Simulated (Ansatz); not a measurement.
# H4InOSi radical: up Jacob's ladder to CCSD(T)

Aim: compute H4InOSi radical with functionals from several rungs and with coupled cluster, and see how far each lands from CCSD(T) at the basis-set limit for the atomisation energy.

Method: functionals in def2-TZVPP, the program's frozen cores in correlated methods; program: Ansatz 0.2.0, Gaussian basis.

The runs, in order: LDA (SPW92), PBE-D4, revPBE-D4, BLYP-D4, r2SCAN-D4, B97M-V, PBE0-D4, B3LYP-D4, r2SCANh-D4, r2SCAN0-D4, HSE06-D4, BHLYP-D4, CAM-B3LYP-D4, LC-ωPBE, ωB97X-V, ωB97M-V, B2PLYP, PBE-QIDH; CCSD(T)/def2-SVP; CCSD(T)/def2-TZVPP; MP2/def2-QZVPP; extrapolation to the limit; RPA on PBE.

### 1 Structure used throughout

An earlier PBE0-D4 in a triple-zeta def2 set relaxation fixed the geometry. In takes the def2 core potential; no spin-orbit term is included.

SMILES `[SiH3][O][InH]`, 7 atoms, charge 0, spin multiplicity 2.

Atoms are counted from 1 here; the program's logs count them from 0.

Bond lengths: Si1–O2 1.625 Å, Si1–H4 1.490 Å, Si1–H5 1.495 Å, Si1–H6 1.490 Å, O2–In3 2.002 Å, In3–H7 1.772 Å. Angles: O2–Si1–H4 110.7°, O2–Si1–H5 111.9°, O2–Si1–H6 110.7°, H4–Si1–H5 107.6°, H4–Si1–H6 108.2°, H5–Si1–H6 107.6°, Si1–O2–In3 141.8°, O2–In3–H7 112.6°.

### 2 LDA

This LDA is Slater exchange with PW92 correlation.

in.yaml

```yaml
crystal:
  periodic: [false, false, false]
  atoms:
    - {symbol: Si, position_ang: [-0.961450, 0.595669, -0.254350]}
    - {symbol: O, position_ang: [0.217249, -0.339854, 0.357902]}
    - {symbol: In, position_ang: [2.097977, -0.929591, 0.008917]}
    - {symbol: H, position_ang: [-2.179399, -0.213518, -0.541730]}
    - {symbol: H, position_ang: [-0.544735, 1.254720, -1.529414]}
    - {symbol: H, position_ang: [-1.334243, 1.670808, 0.707975]}
    - {symbol: H, position_ang: [2.704591, -2.038235, 1.250690]}
basis:
  gaussian: {orbitals: def2-TZVPP}
magnetization: {spin_polarized: true, initial_magnetization: 1}
hamiltonian: {xc: lda}
output: {orbitals: {seedname: orbitals}}
```

After this run come: PBE-D4 (GGA); revPBE-D4 (GGA); BLYP-D4 (GGA); r2SCAN-D4 (meta-GGA); B97M-V (meta-GGA); PBE0-D4 (hybrid); B3LYP-D4 (hybrid); r2SCANh-D4 (hybrid); r2SCAN0-D4 (hybrid); HSE06-D4 (hybrid); BHLYP-D4 (hybrid); CAM-B3LYP-D4 (range-separated); LC-ωPBE (range-separated); ωB97X-V (range-separated); ωB97M-V (range-separated); B2PLYP (double hybrid); PBE-QIDH (double hybrid); CCSD(T) in def2-SVP; CCSD(T) in def2-TZVPP; MP2 in def2-QZVPP; RPA on PBE orbitals.

Q: Predict the results of all the runs planned. Wanted: atomisation energy, CCSD(T)/CBS; farthest beyond LDA; mean size of error, GGA; mean size of error, meta-GGA; mean size of error, hybrid; mean size of error, range-separated; mean size of error, double hybrid; gap, smallest and largest; T1 diagnostic.

The runs gave:

| quantity | value |
| --- | --- |
| atomisation energy, CCSD(T)/CBS | 468.4 kcal/mol |
| functionals within 4.7 kcal/mol (1.0 %) | r2SCAN-D4, B97M-V, r2SCANh-D4, CAM-B3LYP-D4, ωB97X-V, ωB97M-V |
| farthest beyond LDA | revPBE-D4 (-16.8 kcal/mol) |
| mean size of error, GGA | 10.2 kcal/mol |
| mean size of error, meta-GGA | 0.6 kcal/mol |
| mean size of error, hybrid | 10.0 kcal/mol |
| mean size of error, range-separated | 2.7 kcal/mol |
| mean size of error, double hybrid | 11.0 kcal/mol |
| gap, smallest and largest | 0.82 eV (LDA (SPW92)), 7.62 eV (LC-ωPBE) |
| T1 diagnostic | 0.0192 |
| triples share of the correlation energy | 3.1 % |

In words: The LDA atomisation energy is off by 55.2 kcal/mol (12 %): it overbinds. PBE-D4 misses by -6.8 kcal/mol. Double hybrids carry the basis error of their MP2 part in triple zeta, and no dispersion term here, so their miss is partly the set-up's. The rungs meta-GGA, range-separated miss on average by less than the doubt on the reference (4.7 kcal/mol), so they tie. Misses under about 4.7 kcal/mol are within the doubt on the reference itself, which lacks core-valence correlation, spin-orbit coupling and higher excitations, and its outer-core shells are covered unevenly. All levels share the lack of spin-orbit coupling, which lowers the free heavy atoms and so the true binding. Hartree-Fock recovers 72 % of the binding; the rest is correlation. CCSD(T) in def2-SVP is off by -39.2 kcal/mol, worse than the median functional, from the basis alone. The gap grows from 0.8 to 7.6 eV across the functionals, mostly with the share of exact exchange. Correlated methods include outer-core shells of In, which these sets cover unevenly.
